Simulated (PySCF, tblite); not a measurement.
**BH₃NO₂ radical: geometry, infrared bands and EPR parameters**

What infrared bands and EPR parameters should BH₃NO₂ radical (`NB([O])O`) show?

Computed with tblite 0.8.0 and PySCF 2.14.0, with density-fitted response routines of our own, on a single molecule in the gas phase. Atoms count from 0, in the outputs and in this text.

## Step 1: The molecule as given

7 atoms, charge 0, multiplicity 2; geometry from: force field or distance geometry start.

Bonds of the start (Å): N0–B1 1.51, B1–O2 1.46, B1–O3 1.46, N0–H4 1.04, N0–H5 1.04, O3–H6 1.00.

## Step 2: Optimising the geometry with GFN2-xTB

What the job is given:

```
{"job": {"kind": "relax", "xc": "GFN2-xTB", "basis": "xTB"}, "charge": 0, "multiplicity": 2}
N     -1.162900    -0.029100     0.139300
B      0.238100     0.511500    -0.036400
O      0.567200     1.870000     0.381800
O      1.282600    -0.332700    -0.613400
H     -1.499400    -0.331500    -0.797000
H     -1.113200    -0.884000     0.731300
H      1.690800    -0.799300     0.167200
```

Started as:

```sh
> OMP_NUM_THREADS=1 python probes_run.py task.json out
```

The driver reads the jobs from task.json and runs them one after another.

The log of the run:

```text
step      E/eV     max force
  0    -374.41003    5.346
  1    -375.13512    2.720
  2    -374.97230    7.887
  3    -375.26900    0.866
  4    -375.29086    0.620
  5    -375.31083    0.659
  6    -375.32278    0.728
  7    -375.34866    0.523
  8    -375.35876    0.532
  9    -375.37006    0.416
 10    -375.38402    0.675
 11    -375.39829    0.693
 12    -375.41466    0.454
 13    -375.42876    0.482
 14    -375.43012    1.399
 15    -375.44825    0.426
 16    -375.45898    0.327
 17    -375.48641    0.982
 18    -375.51094    0.643
 19    -375.55477    1.614
 20    -375.61265    0.941
 21    -375.64364    0.250
 22    -375.64919    0.253
 23    -375.65388    0.172
 24    -375.65651    0.116
 25    -375.65760    0.123
 26    -375.65867    0.112
 27    -375.65942    0.125
 28    -375.66043    0.121
 29    -375.66175    0.139
 30    -375.66286    0.162
 31    -375.66366    0.143
 32    -375.66487    0.140
 33    -375.66765    0.238
 34    -375.67492    0.530
 35    -375.67906    0.877
 36    -375.69652    0.484
 37    -375.70885    0.446
 38    -375.71834    0.912
 39    -375.73624    0.651
 40    -375.75828    0.525
 41    -375.77445    1.305
 42    -375.80745    0.555
 43    -375.82458    0.461
 44    -375.82179    1.482
 45    -375.85086    0.712
 46    -375.86465    0.463
 47    -375.88371    1.128
 48    -375.89778    0.229
 49    -375.90351    0.197
 50    -375.90879    0.498
 51    -375.91333    0.341
 52    -375.92473    0.346
 53    -375.93250    0.424
 54    -375.94447    0.551
 55    -375.95356    0.578
 56    -375.96302    0.350
 57    -375.96946    0.290
 58    -375.97362    0.212
 59    -375.97578    0.259
 60    -375.97705    0.211
 61    -375.97818    0.140
 62    -375.98026    0.211
 63    -375.98204    0.231
 64    -375.98503    0.215
 65    -375.98814    0.181
 66    -375.99238    0.196
 67    -375.99475    0.157
 68    -375.99465    0.163
 69    -375.99582    0.069
 70    -375.99603    0.074
 71    -375.99633    0.055
 72    -375.99654    0.044
 73    -375.99668    0.031
 74    -375.99678    0.025
 75    -375.99684    0.025
 76    -375.99688    0.026
 77    -375.99692    0.022
 78    -375.99695    0.020
 79    -375.99697    0.010
 80    -375.99697    0.006
```

Wall time 0.22 s (1 thread of Arm Neoverse V1, shared host).

Step by step: (not every step is listed) (the energy doesn't fall at every step)

```
step  energy from step 0 (eV)  largest force (eV/Å)
   0                   0.0000                5.3463
   1                  -0.7251                2.7195
   2                  -0.5623                7.8872
   3                  -0.8590                0.8662
   4                  -0.8808                0.6205
   5                  -0.9008                0.6594
   6                  -0.9128                0.7285
   7                  -0.9386                0.5234
   8                  -0.9487                0.5320
  14                  -1.0201                1.3995
  20                  -1.2026                0.9409
  26                  -1.2486                0.1124
  32                  -1.2548                0.1403
  38                  -1.3083                0.9119
  44                  -1.4118                1.4823
  50                  -1.4988                0.4982
  56                  -1.5530                0.3504
  62                  -1.5702                0.2114
  68                  -1.5846                0.1633
  74                  -1.5867                0.0249
  75                  -1.5868                0.0252
  76                  -1.5868                0.0262
  77                  -1.5869                0.0221
  78                  -1.5869                0.0197
  79                  -1.5869                0.0100
  80                  -1.5869                0.0060
```

Close pairs (by a distance rule), those that changed most:

```
 bond  before (Å)  after (Å)  change (Å)
B1–O2       1.459      1.288      -0.171
B1–O3       1.462      1.349      -0.113
O3–H6       0.997      0.956      -0.041
N0–H4       1.040      1.010      -0.030
N0–H5       1.041      1.012      -0.029
N0–B1       1.512      1.506      -0.006
```

The end geometry stands in the next job.

## Step 3: Infrared spectrum with GFN2-xTB

What the job is given:

```
{"job": {"kind": "ir", "xc": "GFN2-xTB", "basis": "xTB"}, "charge": 0, "multiplicity": 2}
N     -1.071745    -0.225564     0.195937
B      0.347302     0.236161    -0.006986
O      0.279768     1.328136    -0.685806
O      1.325143    -0.572547     0.450572
H     -1.759812     0.509809     0.115141
H     -1.328737    -1.016690    -0.379721
H      2.211416    -0.254400     0.283785
```

The log of the run:

```text
mode    cm-1     km/mol
  1     146.7     28.78
  2     357.0      4.30
  3     390.4     60.64
  4     461.0     17.92
  5     516.5    202.21
  6     696.3    275.98
  7     786.2     27.27
  8     842.6     34.03
  9     952.7    213.01
 10    1094.6     69.43
 11    1444.4     62.44
 12    1491.9    449.37
 13    3425.5     18.22
 14    3474.2      6.14
 15    3643.9     34.64
```

Run time: 0.07 s. Hardware: 1 thread of Arm Neoverse V1, shared host.

The strongest bands and the atoms that carry them (share of the mass-weighted mode):

| cm⁻¹ | km/mol | atoms |
| --- | --- | --- |
| 390 | 60.6 | O2 37 %, N0 19 %, B1 14 %, O3 13 % |
| 516 | 202.2 | H6 45 %, B1 26 %, O3 15 % |
| 696 | 276.0 | N0 31 %, H5 28 %, H4 26 %, B1 11 % |
| 953 | 213.0 | H6 47 %, O3 32 %, O2 14 % |
| 1095 | 69.4 | B1 51 %, H6 22 %, O3 11 %, O2 11 % |
| 1444 | 62.4 | H4 47 %, H5 44 % |
| 1492 | 449.4 | B1 70 %, O2 24 % |
| 3644 | 34.6 | H6 94 % |

## Step 4: EPR parameters: B3LYP/pcH-1

The job, as its differences from that of step 3:

```diff
@@ -1,2 +1,2 @@
-{"job": {"kind": "ir", "xc": "GFN2-xTB", "basis": "xTB"}, "charge": 0, "multiplicity": 2}
+{"job": {"kind": "epr", "basis": "pcH-1"}, "charge": 0, "multiplicity": 2}
 N     -1.071745    -0.225564     0.195937
```

Method: UKS B3LYP, pcH-1 on B H N O, non-relativistic, mean-field spin-orbit, GIAO.

The log of the run:

```text
UKS, coarse grid
  cycle   1  E = -231.66586193  |g| = 8.11e-01
  cycle   2  E = -229.75037212  |g| = 2.00e+00
  cycle   3  E = -231.84339112  |g| = 4.49e-01
  cycle   4  E = -231.91917232  |g| = 2.52e-01
  cycle   5  E = -231.93642251  |g| = 1.27e-01
  cycle   6  E = -231.94150317  |g| = 7.26e-02
  cycle   7  E = -231.94343978  |g| = 3.12e-02
  cycle   8  E = -231.94387649  |g| = 2.13e-03
  cycle   9  E = -231.94388088  |g| = 8.77e-04
UKS, final grid
  cycle   1  E = -231.94389015  |g| = 1.45e-03
  cycle   2  E = -231.94388391  |g| = 4.31e-03
  cycle   3  E = -231.94389144  |g| = 2.95e-04
  cycle   4  E = -231.94389153  |g| = 2.42e-04
  cycle   5  E = -231.94389164  |g| = 1.22e-04
  cycle   6  E = -231.94389166  |g| = 2.54e-05
  cycle   7  E = -231.94389166  |g| = 2.05e-05
internal stability: stable
E = -231.94389166 Eh   <S^2> = 0.7572 (exact 0.7500)
g shifts (ppm)      1          2          3
  rmc          -297       -297       -297
  gc             16         43         67
  oz_so         521       4730       7684
  total         240       4476       7454
hyperfine (MHz)  atom isotope    a_iso     a_fc   dipolar eigenvalues
    0   14N       8.48       8.48    -21.57    -21.50     43.07
    1   11B     -37.65     -37.65    -10.29     -0.66     10.94
    2   17O     -40.02     -40.02   -198.67     96.47    102.20
    3   17O       4.47       4.47     -7.88      2.19      5.70
    4    1H     -11.76     -11.76    -25.38     -7.39     32.77
    5    1H     -28.76     -28.76    -26.50     -4.94     31.44
    6    1H      -2.40      -2.40     -4.47     -1.44      5.92
```

It took 23 s on 1 thread of Arm Neoverse V1, shared host; peak memory 0.42 GiB.

Principal g values 2.00256, 2.00680, 2.00977; g(iso) = 2.00638, against 2.00232 for a free electron.

Mean a(iso) over the nuclei that a row names, and the largest dipolar term of the row (other rows stand at the frozen geometry):

```csv
nuclei,isotope,a(iso) (MHz),"a(iso) (G, at g = 2.0023)",largest dipolar term (MHz)
O2,17O,-40.0,-14.3,-198.7
B1,11B,-37.6,-13.4,10.9
"H4, H5",1H,-20.3,-7.2,32.8
N0,14N,8.5,3.0,43.1
O3,17O,4.5,1.6,-7.9
H6,1H,-2.4,-0.9,5.9
```

Mulliken spin populations:

```
atom  value (e)
  N0       0.42
  B1      -0.06
  O2       0.66
  O3       0.01
  H4      -0.01
  H5      -0.01
  H6       0.00
```

In first order the couplings over 0.8 MHz of 11B, 1H, 14N give 72 distinct lines over 61.7 G, if the averaged nuclei exchange fast.

Orbitals, density, ELF and potential are computed afterwards from the orbital file.

ELF in a plane through or near 5 of the atoms.

Ten even steps from ' ' (0.00) to '@' (0.98):
```
                                                        
                                                        
                                                        
                      ..::----::..                      
                    ..==**####++--                      
                  ..::**##%%%%##==                      
                    ::**##%%%%**::    ..::..            
                    ..++%%%%##::  --**%%@@##            
          ==##**::..::::....----==%%@@@@@@%%::          
        ==%%%%@@##**##++::--==%%**%%@@@@%%**..          
        ++%%@@@@%%####%%--..%%%%----%%%%**--            
        ::++##%%%%==++%%**::**##--==**++..              
          ..::==##%%##%%==  ::**##%%##++..              
              ::**%%%%##--    --++**++--                
              ..==++**==..    ....::....                
                  ......                                
                                                        
                                                        
                                                        
                                                        
```
The map spans 9.7 Å across and 8.1 Å up, centred on the molecule. Atoms in the plane (x, y in Å): N0 (1.0, -0.3), B1 (-0.3, 0.2), O3 (-1.4, -0.6), H4 (1.8, 0.4), H6 (-2.2, -0.2).

On the surface of density 0.002 e/bohr³ the electrostatic potential runs, from the 1st to the 99th percentile, from -1.58 V near O2 to 2.50 V near H6.

The spin density lies nearest to O2 57 %; N0 31 %.

## Step 5: What came out

```
                                 quantity                  value
strongest single infrared mode (GFN2-xTB)  1492 cm⁻¹, 449 km/mol
             zero-point energy (GFN2-xTB)          28.2 kcal/mol
                           g(iso) (B3LYP)                2.00638
                                     ⟨S²⟩     0.757 (exact 0.75)
       largest a(iso) (averaged by class)   17O on O2, -40.0 MHz
    surface potential, 1st and 99th percentile     -1.58 V and 2.50 V
```

The optimisation took 80 steps and gained 1.587 eV; among the close pairs (by a distance rule), B1–O2 changed most, from 1.459 to 1.288 Å. All 15 modes are real, so the xTB geometry is a minimum. The strongest single mode, at 1492 cm⁻¹, moves mainly B1. GFN2-xTB is a fitted tight-binding method: band positions and strengths are rough. Its intensities can rank the bands wrongly. O2 carries the largest spin population, 0.66 e. The isotropic g lies 4.1 ppt above the free-electron value.
